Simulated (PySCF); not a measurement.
**[IrI2]+: structure of the quintet**

Where does quintet [IrI2]+ go from a B3LYP minimum start, is the end point a minimum, and what are its modes, charges and moments?

Computed with PySCF 2.14.0. Level: B3LYP, basis Ir def2-SVP with ECP60, I def2-SVP with ECP28, scalar-relativistic core potentials, no spin–orbit coupling, density fitting.

**1. Starting geometry**

3 atoms, charge 1, spin multiplicity 5.

Bond lengths: Ir1–I2 2.526 Å, Ir1–I3 2.526 Å. Angles: I2–Ir1–I3 138.3°.

```xyz
3
charge 1 multiplicity 5
Ir    0.0000    0.0000   -0.5089
I     2.3603    0.0000    0.3907
I    -2.3603    0.0000    0.3907
```

**2. Finding the electronic state**

One driver script runs all steps and calls PySCF; scf.py shows how it sets up the SCF of each step. The optimiser is the driver's own. After this first run the driver tries any further starts and a stability analysis.

scf.py reads:

```python
from pyscf import gto, scf, dft
mol = gto.M(atom='''
Ir     0.000000     0.000000    -0.508931
I      2.360342    -0.000000     0.390700
I     -2.360342     0.000000     0.390700''',
    basis={'Ir': 'def2-SVP', 'I': 'def2-SVP'},
    ecp={'Ir': 'def2-SVP', 'I': 'def2-SVP'},
    charge=1, spin=4)
mf = dft.UKS(mol, xc='B3LYP')
mf.grids.atom_grid = (50, 194)
aux = {'Ir': 'def2-universal-JKFIT', 'I': 'def2-universal-JKFIT'}
mf = mf.density_fit(auxbasis=aux)
mf.conv_tol = 1e-08
mf.diis_space = 10
mf.max_cycle = 60
mf.init_guess = 'huckel'
mf.verbose = 4
mf.kernel()
```

On the command line:

```sh
> OMP_NUM_THREADS=2 python axn.py task.json out
```

The runs that follow: Relaxation: B3LYP minimum start, quintet; Frequencies.

What does the calculation give? Wanted: minimum; geometry; wavenumbers; dipole moment; highest occupied, lowest empty level; polar-tensor charge of Ir1; zero-point energy; ⟨S²⟩.

As calculated:

```
                                          quantity                             value
                                           minimum                      quintet, C2v
                                          geometry  Ir–I 2.526 Å (×2); I–Ir–I 138.3°
                                wavenumbers (cm⁻¹)       29 (a1), 192 (a1), 237 (b2)
                    dipole moment (centre of mass)                            0.41 D
highest occupied, lowest empty level (either spin)                 -12.45, -10.60 eV
                        polar-tensor charge of Ir1                           +0.78 e
                                 zero-point energy                        2.7 kJ/mol
                               entropy at 298.15 K                   361.9 J/(mol K)
                                              ⟨S²⟩                             6.011
```

**Reading.** The B3LYP minimum start keeps its C2v symmetry and ends in a minimum. In the infrared the band at 237 cm⁻¹ (b2, stretch) leads. Most of the spin sits on Ir1 (Mulliken spin 2.44, against 4 for the whole molecule). Only this shape and spin were tried, so other structures or states may lie lower. Open d and f shells are described by one determinant, and the ground state may have another occupation or spin. With an element this heavy the missing spin–orbit coupling can shift these numbers.
